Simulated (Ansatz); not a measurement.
# FH9N2Si: the cost of one run

All numbers below are computed with Ansatz 0.2.0 (UKS r2SCAN/def2-SVP).

### Step 1. The starting structure

Bond lengths: Si1–N2 2.120 Å, Si1–H3 1.454 Å, Si1–H4 1.455 Å, Si1–H5 1.496 Å, Si1–F7 2.003 Å, N2–H10 1.009 Å, N2–H11 1.009 Å, N9–H12 1.006 Å, N9–H13 1.006 Å. Angles: Si1–N2–H10 108.6°, Si1–N2–H11 108.2°, H10–N2–H11 108.7°, N2–Si1–H3 108.0°, N2–Si1–H4 106.3°, N2–Si1–H5 92.1°, N2–Si1–F7 84.3°, H3–Si1–H4 138.4°, H3–Si1–H5 100.8°, H3–Si1–F7 80.0°, H4–Si1–H5 100.9°, H4–Si1–F7 80.6°, H5–Si1–F7 176.4°, H12–N9–H13 111.4°.

As a file:

```xyz
13

Si   -1.0527    1.0897   -0.8240
N    -0.5642   -0.9373   -0.4433
H    -0.2426    1.5441   -1.9423
H    -1.5839    1.6227    0.4216
H    -2.3158    0.7099   -1.5295
H     1.2041    0.5934    0.7512
F     0.6666    1.4750    0.1280
H     0.4410   -1.0042    0.4435
N     1.4580   -0.6258    1.2282
H    -1.3894   -1.4095   -0.1056
H    -0.2824   -1.3623   -1.3139
H     2.3620   -0.9822    0.9687
H     1.2991   -0.7135    2.2174
```

### Step 2. A restrained relaxation towards end A

Springs on the bonds that form and break draw the guess towards this end; the thresholds are loose.

The input, input.yaml:

```yaml
crystal:
  periodic: [false, false, false]
  atoms:
    - { symbol: Si, position_ang: [-1.0527, 1.0897, -0.824] }
    - { symbol: "N", position_ang: [-0.5642, -0.9373, -0.4433] }
    - { symbol: H, position_ang: [-0.2426, 1.5441, -1.9423] }
    - { symbol: H, position_ang: [-1.5839, 1.6227, 0.4216] }
    - { symbol: H, position_ang: [-2.3158, 0.7099, -1.5295] }
    - { symbol: H, position_ang: [1.2041, 0.5934, 0.7512] }
    - { symbol: F, position_ang: [0.6666, 1.475, 0.128] }
    - { symbol: H, position_ang: [0.441, -1.0042, 0.4435] }
    - { symbol: "N", position_ang: [1.458, -0.6258, 1.2282] }
    - { symbol: H, position_ang: [-1.3894, -1.4095, -0.1056] }
    - { symbol: H, position_ang: [-0.2824, -1.3623, -1.3139] }
    - { symbol: H, position_ang: [2.362, -0.9822, 0.9687] }
    - { symbol: H, position_ang: [1.2991, -0.7135, 2.2174] }
magnetization:
  spin_polarized: true
basis:
  gaussian: { orbitals: def2-SVP }
hamiltonian:
  xc: r2scan
relax:
  f_tol: 0.15
  max_steps: 25
  restrain:
    - { distance: [0, 6], at: 2.98, k: 30.0 }
    - { distance: [5, 8], at: 2.32, k: 30.0 }
    - { distance: [7, 1], at: 2.32, k: 30.0 }
    - { distance: [0, 1], at: 1.82, k: 30.0 }
    - { distance: [5, 6], at: 0.88, k: 30.0 }
    - { distance: [7, 8], at: 1.02, k: 30.0 }
output:
  orbitals: {}
```

Run with:

```sh
ansatz run input.yaml --threads 4 --pin off --max-ram 5120MiB --backend cpu --events-out ev --progress --plain --runs-dir out
```

Q: Estimate wall time and peak memory on 4 threads of Arm Neoverse N1, shared host.

About 78 s, with a peak of 0.23 GiB.
